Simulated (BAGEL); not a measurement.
# AlH2SOF (SMILES [OH][Al]([F])[SH]) at 4 levels

Wanted: a comparison of 4 runs (B3LYP/6-31G*, B3LYP/6-311+G**, PBE0/6-311+G**, RI-MP2/6-311+G**) of AlH2SOF. 

The calculation is run with BAGEL 1.2.2.

### Step 1. The system as given

AlH2SOF: 6 atoms, total charge 0, spin state singlet. As SMILES, `[OH][Al]([F])[SH]`. Geometry: relaxed at PBE0-D4/def2-TZVP. This is one conformer, not always the lowest.

Bond lengths: O1–Al2 1.679 Å, Al2–F3 1.641 Å, Al2–S4 2.167 Å, O1–H5 0.955 Å, S4–H6 1.345 Å. Angles: O1–Al2–F3 118.1°, O1–Al2–S4 123.1°, F3–Al2–S4 118.8°, Al2–O1–H5 125.1°, Al2–S4–H6 92.0°.

### Step 2. The energy at B3LYP/6-31G(d) (density fitting with qzvpp-jkfit, spherical functions) (run 1)

input.json

```json
{ "bagel": [

{
  "title": "molecule",
  "basis": "6-31gs.json",
  "df_basis": "qzvpp-jkfit",
  "angstrom": "true",
  "geometry": [
    { "atom": "O", "xyz": [    1.399600,   -0.456300,   -1.028900 ] },
    { "atom": "Al", "xyz": [    0.238600,   -0.260800,    0.168100 ] },
    { "atom": "F", "xyz": [    0.421300,   -1.101000,    1.565700 ] },
    { "atom": "S", "xyz": [   -1.478600,    1.043100,   -0.050300 ] },
    { "atom": "H", "xyz": [    1.392200,   -0.019300,   -1.877900 ] },
    { "atom": "H", "xyz": [   -1.931000,    0.730400,    1.177100 ] }
  ]
},
{ "title": "ks", "xc_func": "b3lyp" },
{ "title": "print", "file": "orbitals.molden", "orbitals": "true" }

]}
```

The basis set 6-31G* is read from a file made from the Basis Set Exchange's data (not shown).

Command:

```
BAGEL_NUM_THREADS=1 BAGEL input.json > input.out
```

What it wrote:

```text
* using 1 threads per process

  ===============================================================
  ===============================================================

  *** Geometry ***

  { "atom" : "O", "xyz" : [      2.644861,     -0.862282,     -1.944339 ] },
  { "atom" : "Al", "xyz" : [      0.450889,     -0.492841,      0.317663 ] },
  { "atom" : "F", "xyz" : [      0.796142,     -2.080588,      2.958744 ] },
  { "atom" : "S", "xyz" : [     -2.794149,      1.971173,     -0.095053 ] },
  { "atom" : "H", "xyz" : [      2.630877,     -0.036472,     -3.548717 ] },
  { "atom" : "H", "xyz" : [     -3.649061,      1.380256,      2.224397 ] },

  Number of auxiliary basis functions:      446

  Since a DF basis is specified, we compute 2- and 3-index integrals:
    o Being stored without compression. Storage requirement is 0.016 GB

  Number of basis functions:       68
  Number of electrons      :       48

    * METHOD: MOLECULE                             0.19

  *** Kohn-Sham DFT ***

    * Removing 9893 points whose weight is below 1.00e-10
    * Grid points: 79543

  === Nuclear Repulsion ===
   200.4958306349

       - DIIS with orbital gradients will be used.

  === KS iteration (b3lyp / 6-31gs.json) ===
      0       -799.21566262          0.13763859           0.24
      1       -793.39278800          0.15529771           0.22
      2       -737.91945307          0.17898139           0.22
      3       -778.68248896          0.14531593           0.22
      4       -808.41603773          0.11447086           0.22
      5       -815.20510556          0.06636370           0.22
      6       -816.12258253          0.04499954           0.22
      7       -816.50713141          0.04274052           0.22
      8       -817.02873790          0.00754843           0.22
      9       -817.04695834          0.00228557           0.21
     10       -817.04880607          0.00038145           0.21
     11       -817.04886877          0.00014487           0.22
     12       -817.04888323          0.00003117           0.22
     13       -817.04888375          0.00001361           0.22
     14       -817.04888380          0.00000784           0.22
     15       -817.04888382          0.00000252           0.22
     16       -817.04888382          0.00000043           0.22
     17       -817.04888382          0.00000010           0.22
     18       -817.04888382          0.00000003           0.22
     19       -817.04888382          0.00000001           0.22
     20       -817.04888382          0.00000001           0.22
    * SCF iteration converged.

    * Permanent dipole moment:
           (    0.126866,    -0.296693,     0.410358) a.u.

    * METHOD: KS                                   4.95

    * METHOD: PRINT                                0.01

  ===============================================================
```

It took 5.4 s on 1 thread of Arm Neoverse V1, shared host; peak memory 0.29 GiB.

### Step 3. A single-point energy at B3LYP/6-311+G(d,p) (density fitting with qzvpp-jkfit) (run 2)

job.json

```json
{ "bagel": [

{
  "title": "molecule",
  "basis": "6-311+gss.json",
  "df_basis": "qzvpp-jkfit",
  "angstrom": true,
  "geometry": [
    { "atom": "O", "xyz": [       1.399600,      -0.456300,      -1.028900 ] },
    { "atom": "Al", "xyz": [       0.238600,      -0.260800,       0.168100 ] },
    { "atom": "F", "xyz": [       0.421300,      -1.101000,       1.565700 ] },
    { "atom": "S", "xyz": [      -1.478600,       1.043100,      -0.050300 ] },
    { "atom": "H", "xyz": [       1.392200,      -0.019300,      -1.877900 ] },
    { "atom": "H", "xyz": [      -1.931000,       0.730400,       1.177100 ] }
  ]
},

{ "title": "ks", "xc_func": "b3lyp" },

{ "title": "print", "file": "orbitals.molden", "orbitals": true }

]}
```

The basis set 6-311+G** is read from a file made from the Basis Set Exchange's data (not shown).

Command:

```
BAGEL_NUM_THREADS=1 BAGEL job.json > job.out
```

What it wrote:

```text
* using 1 threads per process

  ===============================================================
  ===============================================================

  *** Geometry ***

  { "atom" : "O", "xyz" : [      2.644861,     -0.862282,     -1.944339 ] },
  { "atom" : "Al", "xyz" : [      0.450889,     -0.492841,      0.317663 ] },
  { "atom" : "F", "xyz" : [      0.796142,     -2.080588,      2.958744 ] },
  { "atom" : "S", "xyz" : [     -2.794149,      1.971173,     -0.095053 ] },
  { "atom" : "H", "xyz" : [      2.630877,     -0.036472,     -3.548717 ] },
  { "atom" : "H", "xyz" : [     -3.649061,      1.380256,      2.224397 ] },

  Number of auxiliary basis functions:      446

  Since a DF basis is specified, we compute 2- and 3-index integrals:
    o Being stored without compression. Storage requirement is 0.048 GB

  Number of basis functions:      116
  Number of electrons      :       48

    * METHOD: MOLECULE                             0.23

  *** Kohn-Sham DFT ***

    * Removing 9893 points whose weight is below 1.00e-10
    * Grid points: 79543

  === Nuclear Repulsion ===
   200.4958306349

       - DIIS with orbital gradients will be used.

  === KS iteration (b3lyp / 6-311+gss.json) ===
      0       -663.36774977          0.36644533           0.41
      1       -489.59467228          0.37016619           0.38
      2       -668.77399084          0.26230845           0.39
      3       -794.49246126          0.12996510           0.38
      4       -751.97784023          0.14899259           0.38
      5       -796.76579677          0.10320933           0.38
      6       -815.91821735          0.05516042           0.39
      7       -816.86023830          0.02497137           0.38
      8       -817.07114787          0.01836634           0.39
      9       -817.13854288          0.00885268           0.38
     10       -817.17914334          0.00224298           0.38
     11       -817.18160569          0.00055867           0.38
     12       -817.18176950          0.00019711           0.37
     13       -817.18178560          0.00004695           0.38
     14       -817.18178658          0.00000953           0.38
     15       -817.18178662          0.00000283           0.38
     16       -817.18178662          0.00000114           0.38
     17       -817.18178662          0.00000038           0.38
     18       -817.18178662          0.00000013           0.38
     19       -817.18178662          0.00000002           0.39
     20       -817.18178662          0.00000001           0.38
    * SCF iteration converged.

    * Permanent dipole moment:
           (    0.249115,    -0.414847,     0.475478) a.u.

    * METHOD: KS                                   8.51

    * METHOD: PRINT                                0.03

  ===============================================================
```

Run time: 9 s. Hardware: 1 thread of Arm Neoverse V1, shared host; peak memory 0.44 GiB.

### Step 4. The energy at PBE0/6-311+G(d,p) (density fitting with qzvpp-jkfit) (run 3)

dft.json

```json
{ "bagel": [

{
  "title": "molecule",
  "basis": "6-311+gss.json",
  "df_basis": "qzvpp-jkfit",
  "angstrom": true,
  "geometry": [
    { "atom": "O", "xyz": [    1.399600,   -0.456300,   -1.028900 ] },
    { "atom": "Al", "xyz": [    0.238600,   -0.260800,    0.168100 ] },
    { "atom": "F", "xyz": [    0.421300,   -1.101000,    1.565700 ] },
    { "atom": "S", "xyz": [   -1.478600,    1.043100,   -0.050300 ] },
    { "atom": "H", "xyz": [    1.392200,   -0.019300,   -1.877900 ] },
    { "atom": "H", "xyz": [   -1.931000,    0.730400,    1.177100 ] }
  ]
},
{ "title": "ks", "xc_func": "pbe0" },
{ "title": "print", "file": "orbitals.molden", "orbitals": true }

]}
```

The basis set 6-311+G** is read from a file made from the Basis Set Exchange's data (not shown).

Command:

```
BAGEL_NUM_THREADS=1 BAGEL dft.json > dft.out
```

What it wrote:

```text
* using 1 threads per process

  ===============================================================
  ===============================================================

  *** Geometry ***

  { "atom" : "O", "xyz" : [      2.644861,     -0.862282,     -1.944339 ] },
  { "atom" : "Al", "xyz" : [      0.450889,     -0.492841,      0.317663 ] },
  { "atom" : "F", "xyz" : [      0.796142,     -2.080588,      2.958744 ] },
  { "atom" : "S", "xyz" : [     -2.794149,      1.971173,     -0.095053 ] },
  { "atom" : "H", "xyz" : [      2.630877,     -0.036472,     -3.548717 ] },
  { "atom" : "H", "xyz" : [     -3.649061,      1.380256,      2.224397 ] },

  Number of auxiliary basis functions:      446

  Since a DF basis is specified, we compute 2- and 3-index integrals:
    o Being stored without compression. Storage requirement is 0.048 GB

  Number of basis functions:      116
  Number of electrons      :       48

    * METHOD: MOLECULE                             0.23

  *** Kohn-Sham DFT ***

    * Removing 9893 points whose weight is below 1.00e-10
    * Grid points: 79543

  === Nuclear Repulsion ===
   200.4958306349

       - DIIS with orbital gradients will be used.

  === KS iteration (pbe0 / 6-311+gss.json) ===
      0       -662.75351103          0.36628195           0.39
      1       -505.13222610          0.35088528           0.37
      2       -736.06712541          0.26381281           0.38
      3       -792.38497009          0.12775784           0.38
      4       -792.49856718          0.12270763           0.37
      5       -809.65642841          0.07752866           0.38
      6       -813.37271269          0.05637254           0.37
      7       -815.99192263          0.04188447           0.37
      8       -816.46017920          0.02552440           0.38
      9       -816.53970846          0.02126571           0.38
     10       -816.69759294          0.00414926           0.37
     11       -816.70393137          0.00287467           0.37
     12       -816.70803759          0.00033134           0.37
     13       -816.70809131          0.00006820           0.37
     14       -816.70809305          0.00004223           0.37
     15       -816.70809386          0.00000526           0.37
     16       -816.70809387          0.00000285           0.37
     17       -816.70809388          0.00000096           0.37
     18       -816.70809388          0.00000016           0.37
     19       -816.70809388          0.00000011           0.37
     20       -816.70809388          0.00000002           0.37
     21       -816.70809388          0.00000001           0.37
     22       -816.70809388          0.00000000           0.37
    * SCF iteration converged.

    * Permanent dipole moment:
           (    0.247532,    -0.405349,     0.459047) a.u.

    * METHOD: KS                                   9.04

    * METHOD: PRINT                                0.03

  ===============================================================
```

Wall time 9.6 s (1 thread of Arm Neoverse V1, shared host); peak memory 0.44 GiB.

### Step 5. The energy at RI-MP2/6-311+G(d,p) (density fitting with qzvpp-jkfit) (run 4)

mp2.json

```json
{ "bagel": [

{
  "title": "molecule",
  "basis": "6-311+gss.json",
  "df_basis": "qzvpp-jkfit",
  "angstrom": true,
  "geometry": [
    { "atom": "O", "xyz": [       1.399600,      -0.456300,      -1.028900 ] },
    { "atom": "Al", "xyz": [       0.238600,      -0.260800,       0.168100 ] },
    { "atom": "F", "xyz": [       0.421300,      -1.101000,       1.565700 ] },
    { "atom": "S", "xyz": [      -1.478600,       1.043100,      -0.050300 ] },
    { "atom": "H", "xyz": [       1.392200,      -0.019300,      -1.877900 ] },
    { "atom": "H", "xyz": [      -1.931000,       0.730400,       1.177100 ] }
  ]
},

{
  "title": "hf"
},

{
  "title": "mp2",
  "ncore": 12
}

]}
```

The basis set 6-311+G** is read from a file made from the Basis Set Exchange's data (not shown).

Command:

```
BAGEL_NUM_THREADS=1 BAGEL mp2.json > mp2.out
```

What it wrote:

```text
* using 1 threads per process

  ===============================================================
  ===============================================================

  *** Geometry ***

  { "atom" : "O", "xyz" : [      2.644861,     -0.862282,     -1.944339 ] },
  { "atom" : "Al", "xyz" : [      0.450889,     -0.492841,      0.317663 ] },
  { "atom" : "F", "xyz" : [      0.796142,     -2.080588,      2.958744 ] },
  { "atom" : "S", "xyz" : [     -2.794149,      1.971173,     -0.095053 ] },
  { "atom" : "H", "xyz" : [      2.630877,     -0.036472,     -3.548717 ] },
  { "atom" : "H", "xyz" : [     -3.649061,      1.380256,      2.224397 ] },

  Number of auxiliary basis functions:      446

  Since a DF basis is specified, we compute 2- and 3-index integrals:
    o Being stored without compression. Storage requirement is 0.048 GB

  Number of basis functions:      116
  Number of electrons      :       48

    * METHOD: MOLECULE                             0.23

  *** RHF ***

  === Nuclear Repulsion ===
   200.4958306349

      * DIIS with orbital gradients will be used.

  === RHF iteration (6-311+gss.json) ===
      0       -814.72708201          0.03286994           0.09
      1       -814.94491223          0.02571209           0.09
      2       -815.16244067          0.00149467           0.09
      3       -815.16450137          0.00042130           0.09
      4       -815.16466270          0.00015957           0.09
      5       -815.16468427          0.00005337           0.09
      6       -815.16468696          0.00001977           0.09
      7       -815.16468744          0.00000305           0.09
      8       -815.16468745          0.00000120           0.09
      9       -815.16468745          0.00000053           0.09
     10       -815.16468745          0.00000016           0.09
     11       -815.16468745          0.00000006           0.09
     12       -815.16468745          0.00000002           0.09
     13       -815.16468745          0.00000001           0.09
    * SCF iteration converged.

    * Permanent dipole moment:
           (    0.243105,    -0.415241,     0.484524) a.u.

    * METHOD: HF                                   1.46

  *** RHF ***

  === Nuclear Repulsion ===
   200.4958306349

      * DIIS with orbital gradients will be used.

  === RHF iteration (6-311+gss.json) ===
      0       -815.16468745          0.00000000           0.09
    * SCF iteration converged.

    * Permanent dipole moment:
           (    0.243104,    -0.415241,     0.484524) a.u.

  === DF-MP2 calculation ===

    * freezing 12 orbitals
    * 3-index integral transformation done
    * assembly done

      MP2 correlation energy:   -0.6070218162      0.05

      MP2 total energy:       -815.7717092707

    * METHOD: MP2                                  0.25

  ===============================================================
```

Wall time 2.1 s (1 thread of Arm Neoverse V1, shared host); peak memory 0.15 GiB.

### Step 6. Overview of the runs

| run | level | frozen core orbitals | energy (Eh) | dipole moment (D) | HOMO energy (eV) | LUMO energy (eV) | wall time |
| --- | --- | --- | --- | --- | --- | --- | --- |
| 1 | B3LYP/6-31G* (density fitting with qzvpp-jkfit, spherical functions) | – | -817.048884 | 1.33 | -7.62 | -0.93 | 5.4 s |
| 2 | B3LYP/6-311+G** (density fitting with qzvpp-jkfit) | – | -817.181787 | 1.72 | -7.87 | -1.48 | 9 s |
| 3 | PBE0/6-311+G** (density fitting with qzvpp-jkfit) | – | -816.708094 | 1.68 | -8.13 | -1.19 | 9.6 s |
| 4 | RI-MP2/6-311+G** (density fitting with qzvpp-jkfit) | 12 | -815.771709 | – | – | – | 2.1 s |

### Step 7. What came out

| quantity | value |
| --- | --- |
| run 4: total energy | -815.77171 Eh |
| run 4: correlation energy (12 core orbitals frozen) | -607.0 mEh |

In words: Over runs 1, 2, 3 the dipole moment (its size) runs from 1.33 D (B3LYP/6-31G*) to 1.72 D (B3LYP/6-311+G**). Over runs 1, 2, 3 the HOMO–LUMO gap runs from 6.40 eV (B3LYP/6-311+G**) to 6.95 eV (PBE0/6-311+G**). Totals of different functionals can't be ranked against each other. All runs together took 26 s, the longest 9.6 s.
